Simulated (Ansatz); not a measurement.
# C₂HBFN: vertical ionisation energy

Aim: the vertical ionisation energy of C₂HBFN, as cation minus neutral at the neutral's geometry, on several levels, and how well −ε(HOMO) stands in for it.

Method: unrestricted cation, the program's frozen cores in correlated methods; program: Ansatz 0.2.0, Gaussian basis.

Levels to be run: UKS PBE-D4/def2-TZVPP; UKS r2SCAN-D4/def2-TZVPP; UKS PBE0-D4/def2-TZVPP; UKS B3LYP-D4/def2-TZVPP; UKS wB97X-V/def2-TZVPP; UKS wB97M-V/def2-TZVPP; UKS B2PLYP/def2-TZVPP; UHF-CCSD(T)/def2-TZVPP; UHF-MP2/def2-QZVPP; extrapolation to the limit; then −ε(HOMO) from the neutral's earlier runs with LDA (SPW92), PBE-D4, revPBE-D4, BLYP-D4, r2SCAN-D4, B97M-V, PBE0-D4, B3LYP-D4, r2SCANh-D4, r2SCAN0-D4, HSE06-D4, BHLYP-D4, CAM-B3LYP-D4, LC-ωPBE, ωB97X-V, ωB97M-V.

### 1 The geometry

All runs share one geometry, relaxed beforehand with PBE0-D4/def2-TZVP.

6 atoms, charge 0, spin multiplicity 1.

Atoms are counted from 1 here; the program's logs count them from 0.

Bond lengths: F1–B2 1.269 Å, B2–C3 1.392 Å, C3–C4 1.409 Å, C3–H6 1.086 Å, C4–N5 1.155 Å. Angles: F1–B2–C3 178.5°, B2–C3–C4 122.3°, B2–C3–H6 119.2°, C4–C3–H6 118.5°, C3–C4–N5 179.9°.

### 2 Cation, UKS PBE-D4/def2-TZVPP

Contents of in.yaml:

```yaml
crystal:
  periodic: [false, false, false]
  atoms:
    - {symbol: F, position_ang: [2.361739, -0.550979, 0.482682]}
    - {symbol: B, position_ang: [1.160698, -0.155387, 0.378033]}
    - {symbol: C, position_ang: [-0.152359, 0.299892, 0.291211]}
    - {symbol: C, position_ang: [-1.045021, -0.157943, -0.697922]}
    - {symbol: N, position_ang: [-1.775819, -0.533816, -1.508951]}
    - {symbol: H, position_ang: [-0.507137, 1.034233, 1.008748]}
basis:
  gaussian: {orbitals: def2-TZVPP}
total_charge: 1
magnetization: {spin_polarized: true, initial_magnetization: 1}
hamiltonian: {xc: pbe, dispersion: d4}
```

Launch:

```console
$ ansatz run in.yaml --threads 2 --pin off --events-out ev --progress --plain --max-ram 4352MiB
```

After this run come: Cation, UKS r2SCAN-D4/def2-TZVPP; Cation, UKS PBE0-D4/def2-TZVPP; Cation, UKS B3LYP-D4/def2-TZVPP; Cation, UKS wB97X-V/def2-TZVPP; Cation, UKS wB97M-V/def2-TZVPP; Cation, UKS B2PLYP (frozen core)/def2-TZVPP; Cation, UHF-CCSD(T)/def2-TZVPP; Cation, UHF-MP2/def2-QZVPP.

**Question.** What will the summary of the whole plan be? Wanted: ionisation energy, CCSD(T)/CBS; nearest functional by difference; nearest −ε(HOMO); −ε(HOMO) of PBE; T1 of the cation.

As calculated:

| quantity | value |
| --- | --- |
| ionisation energy, CCSD(T)/CBS | 9.89 eV |
| nearest functional by difference | B2PLYP (-0.22 eV) |
| nearest −ε(HOMO) | LC-ωPBE (+0.08 eV) |
| −ε(HOMO) of PBE | 6.20 eV |
| T1 of the cation | 0.033 |

What this shows: Energy differences with functionals land within 0.38 eV of the reference. −ε(HOMO) of PBE misses by 3.7 eV, since self-interaction lifts the level. Among orbital estimates LC-ωPBE comes nearest. Hartree-Fock falls 1.42 eV short, as the neutral has more correlation energy than the cation. The cation's T1 (from the report) is 0.033, near the customary mark of 0.045 for open shells, so the coupled-cluster value is less safe.
